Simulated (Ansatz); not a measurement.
# CH₈AlNSSi: basis-set convergence

How large a basis does CH₈AlNSSi need? Two functionals are run in growing sets.

Computed with Ansatz 0.2.0, Gaussian basis. Level: one geometry, several basis sets.

Plan: PBE0-D4/def2-SVP; ωB97M-V/def2-SVP; PBE0-D4/def2-QZVPP; ωB97M-V/def2-QZVPP; the functionals' def2-TZVPP values are taken from earlier runs.

### 1 Structure used throughout

An earlier PBE0-D4 in a triple-zeta def2 set relaxation fixed the geometry.

SMILES `CS[SiH2][AlH][NH2]`, 13 atoms, charge 0, spin multiplicity 1.

Atoms are counted from 1 here; the program's logs count them from 0.

Bond lengths: C1–S2 1.814 Å, C1–H6 1.090 Å, C1–H7 1.090 Å, C1–H8 1.092 Å, S2–Si3 2.151 Å, Si3–Al4 2.450 Å, Si3–H9 1.496 Å, Si3–H10 1.489 Å, Al4–N5 1.771 Å, Al4–H11 1.586 Å, N5–H12 1.007 Å, N5–H13 1.008 Å. Angles: S2–C1–H6 106.9°, S2–C1–H7 110.9°, S2–C1–H8 111.7°, H6–C1–H7 108.8°, H6–C1–H8 108.7°, H7–C1–H8 109.7°, C1–S2–Si3 99.8°, S2–Si3–Al4 106.7°, S2–Si3–H9 109.4°, S2–Si3–H10 103.8°, Al4–Si3–H9 115.0°, Al4–Si3–H10 113.6°, H9–Si3–H10 107.6°, Si3–Al4–N5 117.2°, Si3–Al4–H11 125.4°, N5–Al4–H11 117.1°, Al4–N5–H12 125.2°, Al4–N5–H13 124.7° and more.

Geometry (Å):

```xyz
13
CH8AlNSSi
C    -2.0263   -0.4456    0.0809
S    -1.2127   -1.6095   -1.0484
Si    0.7920   -1.5335   -0.2734
Al    1.5728    0.7703   -0.5639
N     1.0341    1.9633    0.6292
H    -3.0610   -0.3551   -0.2490
H    -2.0151   -0.8237    1.1037
H    -1.5602    0.5410    0.0480
H     0.7996   -2.0314    1.1369
H     1.5317   -2.5242   -1.1040
H     2.4000    1.3117   -1.8043
H     0.5416    1.7498    1.4815
H     1.2238    2.9520    0.5776
```

### 2 PBE0-D4 in def2-SVP

The input, in.yaml:

```yaml
crystal:
  periodic: [false, false, false]
  atoms:
    - {symbol: C, position_ang: [-2.026258, -0.445566, 0.080923]}
    - {symbol: S, position_ang: [-1.212704, -1.609479, -1.048423]}
    - {symbol: Si, position_ang: [0.791996, -1.533543, -0.273369]}
    - {symbol: Al, position_ang: [1.572837, 0.770325, -0.563946]}
    - {symbol: N, position_ang: [1.034149, 1.963273, 0.629158]}
    - {symbol: H, position_ang: [-3.060989, -0.355109, -0.248976]}
    - {symbol: H, position_ang: [-2.015119, -0.823651, 1.103674]}
    - {symbol: H, position_ang: [-1.560223, 0.540985, 0.047990]}
    - {symbol: H, position_ang: [0.799603, -2.031445, 1.136901]}
    - {symbol: H, position_ang: [1.531745, -2.524187, -1.104016]}
    - {symbol: H, position_ang: [2.399979, 1.311742, -1.804333]}
    - {symbol: H, position_ang: [0.541577, 1.749840, 1.481493]}
    - {symbol: H, position_ang: [1.223809, 2.952015, 0.577625]}
basis:
  gaussian: {orbitals: def2-SVP}
hamiltonian: {xc: pbe0, dispersion: d4}
output: {orbitals: {seedname: orbitals}}
```

The runs that follow: ωB97M-V in def2-SVP; PBE0-D4 in def2-QZVPP; ωB97M-V in def2-QZVPP.

**Question.** What will the summary of the whole plan be? Wanted: PBE0-D4: double and triple zeta above quadruple; ωB97M-V: double and triple zeta above quadruple.

The runs gave:

| quantity | value |
| --- | --- |
| PBE0-D4: double and triple zeta above quadruple | 12.96, 0.96 eV |
| ωB97M-V: double and triple zeta above quadruple | 13.07, 0.93 eV |

In words: PBE0-D4 gains 12.00 eV from double to triple zeta, then 0.96 eV more. Total energies overstate the basis error of differences, where much of it tends to cancel.
